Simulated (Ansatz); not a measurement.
**C₅H₁₄AlNO: how energies converge with the basis set**

One table from this session's results is given with a row withheld; the runs are named, their logs left out.

Method: one geometry, several basis sets; program: Ansatz 0.2.0, Gaussian basis.

Plan: PBE0-D4/def2-SVP; ωB97M-V/def2-SVP; PBE0-D4/def2-QZVPP; ωB97M-V/def2-QZVPP; the functionals' def2-TZVPP values are taken from earlier runs.

**The relaxed structure**

The geometry comes from an earlier relaxation with PBE0-D4 in a triple-zeta def2 set; it is a stationary point, not always the lowest conformer.

SMILES `C[CH](C)[Al]([OH])[N](C)C`, 22 atoms, charge 0, spin multiplicity 1.

Atoms are counted from 1 here; the program's logs count them from 0.

Bond lengths: C1–C2 1.525 Å, C1–H9 1.097 Å, C1–H10 1.093 Å, C1–H11 1.095 Å, C2–C3 1.533 Å, C2–Al4 1.964 Å, C2–H12 1.101 Å, C3–H13 1.097 Å, C3–H14 1.095 Å, C3–H15 1.093 Å, Al4–O5 1.703 Å, Al4–N6 1.780 Å, O5–H16 0.954 Å, N6–C7 1.442 Å, N6–C8 1.442 Å, C7–H17 1.100 Å, C7–H18 1.100 Å, C7–H19 1.091 Å and more. Angles: C2–C1–H9 110.9°, C2–C1–H10 112.6°, C2–C1–H11 111.7°, H9–C1–H10 107.2°, H9–C1–H11 106.7°, H10–C1–H11 107.5°, C1–C2–C3 110.8°, C1–C2–Al4 118.4°, C1–C2–H12 107.6°, C3–C2–Al4 109.5°, C3–C2–H12 106.8°, Al4–C2–H12 102.9°, C2–C3–H13 111.1°, C2–C3–H14 111.5°, C2–C3–H15 112.2°, H13–C3–H14 106.8°, H13–C3–H15 107.7°, H14–C3–H15 107.5° and more.

The first run:

The input, in.yaml:

```yaml
crystal:
  periodic: [false, false, false]
  atoms:
    - {symbol: C, position_ang: [-0.824499, -2.190677, 0.327712]}
    - {symbol: C, position_ang: [-1.525818, -0.883642, -0.025787]}
    - {symbol: C, position_ang: [-2.557985, -0.512643, 1.044651]}
    - {symbol: Al, position_ang: [-0.420316, 0.685773, -0.440545]}
    - {symbol: O, position_ang: [-1.326995, 2.052565, -0.899325]}
    - {symbol: N, position_ang: [1.355196, 0.802272, -0.380966]}
    - {symbol: C, position_ang: [2.240086, -0.262098, 0.023409]}
    - {symbol: C, position_ang: [2.086372, 1.993987, -0.731870]}
    - {symbol: H, position_ang: [-1.552450, -2.997284, 0.479634]}
    - {symbol: H, position_ang: [-0.133175, -2.520779, -0.452384]}
    - {symbol: H, position_ang: [-0.253350, -2.104268, 1.257616]}
    - {symbol: H, position_ang: [-2.082460, -1.047293, -0.961077]}
    - {symbol: H, position_ang: [-3.288552, -1.319038, 1.183951]}
    - {symbol: H, position_ang: [-2.083608, -0.344547, 2.017477]}
    - {symbol: H, position_ang: [-3.110548, 0.394443, 0.787478]}
    - {symbol: H, position_ang: [-0.977177, 2.912619, -1.118086]}
    - {symbol: H, position_ang: [2.845612, 0.023754, 0.896577]}
    - {symbol: H, position_ang: [2.942652, -0.533197, -0.778964]}
    - {symbol: H, position_ang: [1.680666, -1.159922, 0.289819]}
    - {symbol: H, position_ang: [2.681487, 2.371318, 0.113179]}
    - {symbol: H, position_ang: [2.784737, 1.813375, -1.562713]}
    - {symbol: H, position_ang: [1.410824, 2.795283, -1.041187]}
basis:
  gaussian: {orbitals: def2-SVP}
hamiltonian: {xc: pbe0, dispersion: d4}
output: {orbitals: {seedname: orbitals}}
```

Among the steps run: PBE0-D4 in def2-SVP; ωB97M-V in def2-SVP; PBE0-D4 in def2-QZVPP; ωB97M-V in def2-QZVPP.

One table of the session follows, with a row left open; its other results are not shown here.

It belongs to the step «Functionals by basis». 

| functional | basis | HOMO (eV) | LUMO (eV) |
| --- | --- | --- | --- |
| PBE0-D4 | def2-SVP | -6.15 | 0.50 |
| PBE0-D4 | def2-TZVPP | -6.25 | 0.19 |
| PBE0-D4 | def2-QZVPP | ? | ? |
| ωB97M-V | def2-SVP | -8.45 | 2.07 |
| ωB97M-V | def2-TZVPP | -8.57 | 1.63 |
| ωB97M-V | def2-QZVPP | -8.60 | 1.01 |

Estimate the missing values for PBE0-D4, def2-QZVPP.

The run gave: HOMO (eV): -6.28; LUMO (eV): -0.12. In the column «HOMO (eV)» it lies between ωB97M-V, def2-SVP (-8.45) and PBE0-D4, def2-TZVPP (-6.25).
